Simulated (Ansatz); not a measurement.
# CH₆BNO₂: up Jacob's ladder to CCSD(T)

One table from this session's results is given with a row withheld; the runs are named, their logs left out.

Program: Ansatz 0.2.0, Gaussian basis. Level of theory: functionals in def2-TZVPP, the program's frozen cores in correlated methods. These are calculated values, not measurements.

The runs, in order: PBE-D4, r2SCAN-D4, PBE0-D4, B3LYP-D4, ωB97X-V, ωB97M-V, B2PLYP; CCSD(T)/def2-TZVPP; MP2/def2-QZVPP; extrapolation to the limit.

### Structure used throughout

An earlier PBE0-D4 in a triple-zeta def2 set relaxation fixed the geometry.

SMILES `NB(O)CO`, 11 atoms, charge 0, spin multiplicity 1.

Atoms are counted from 1 here; the program's logs count them from 0.

Bond lengths: N1–B2 1.405 Å, N1–H6 1.004 Å, N1–H7 1.005 Å, B2–O3 1.375 Å, B2–C4 1.582 Å, O3–H8 0.958 Å, C4–O5 1.416 Å, C4–H9 1.100 Å, C4–H10 1.100 Å, O5–H11 0.962 Å. Angles: B2–N1–H6 122.0°, B2–N1–H7 124.8°, H6–N1–H7 113.2°, N1–B2–O3 123.0°, N1–B2–C4 122.0°, O3–B2–C4 115.0°, B2–O3–H8 115.9°, B2–C4–O5 114.0°, B2–C4–H9 109.5°, B2–C4–H10 109.4°, O5–C4–H9 109.0°, O5–C4–H10 109.1°, H9–C4–H10 105.4°, C4–O5–H11 107.2°.

Set-up of the first run:

File in.yaml:

```yaml
crystal:
  periodic: [false, false, false]
  atoms:
    - {symbol: N, position_ang: [-0.888744, 0.092399, 1.376322]}
    - {symbol: B, position_ang: [-0.136207, -0.259401, 0.242660]}
    - {symbol: O, position_ang: [0.147907, -1.562419, -0.093464]}
    - {symbol: C, position_ang: [0.448565, 0.829088, -0.745104]}
    - {symbol: O, position_ang: [1.170311, 0.287945, -1.836566]}
    - {symbol: H, position_ang: [-1.087547, 1.049392, 1.607206]}
    - {symbol: H, position_ang: [-1.278175, -0.562739, 2.031230]}
    - {symbol: H, position_ang: [-0.200972, -2.232706, 0.496092]}
    - {symbol: H, position_ang: [-0.371137, 1.453151, -1.131348]}
    - {symbol: H, position_ang: [1.101802, 1.516849, -0.187248]}
    - {symbol: H, position_ang: [1.159697, -0.668558, -1.739079]}
basis:
  gaussian: {orbitals: def2-TZVPP}
hamiltonian: {xc: pbe, dispersion: d4}
output: {forces: true, orbitals: {seedname: orbitals}}
```

The run is started by

```
$ ansatz run in.yaml --threads 4 --pin off --events-out ev --progress --plain --max-ram 10444MiB
```

Among the steps run: PBE-D4 (GGA); r2SCAN-D4 (meta-GGA); PBE0-D4 (hybrid); B3LYP-D4 (hybrid); ωB97X-V (range-separated); ωB97M-V (range-separated); B2PLYP (double hybrid); CCSD(T) in def2-TZVPP; MP2 in def2-QZVPP.

One of the session's tables, all rows but one given; the rest of the session is left out.

```
            method  atomisation energy (kJ/mol)
            PBE-D4                       4480.5
         r2SCAN-D4                       4375.5
           PBE0-D4                       4373.9
          B3LYP-D4                       4376.6
           ωB97X-V                       4374.2
           ωB97M-V                       4392.3
            B2PLYP                       4332.3
     HF/def2-TZVPP                       3091.5
    MP2/def2-TZVPP                            ?
   CCSD/def2-TZVPP                       4176.9
CCSD(T)/def2-TZVPP                       4243.5
           MP2/CBS                       4466.3
       CCSD(T)/CBS                       4367.9
```

**Question.** Estimate the row for MP2/def2-TZVPP.

**Answer.** atomisation energy (kJ/mol): 4341.9. In the column «atomisation energy (kJ/mol)» it lies between B2PLYP (4332.3) and CCSD(T)/CBS (4367.9).
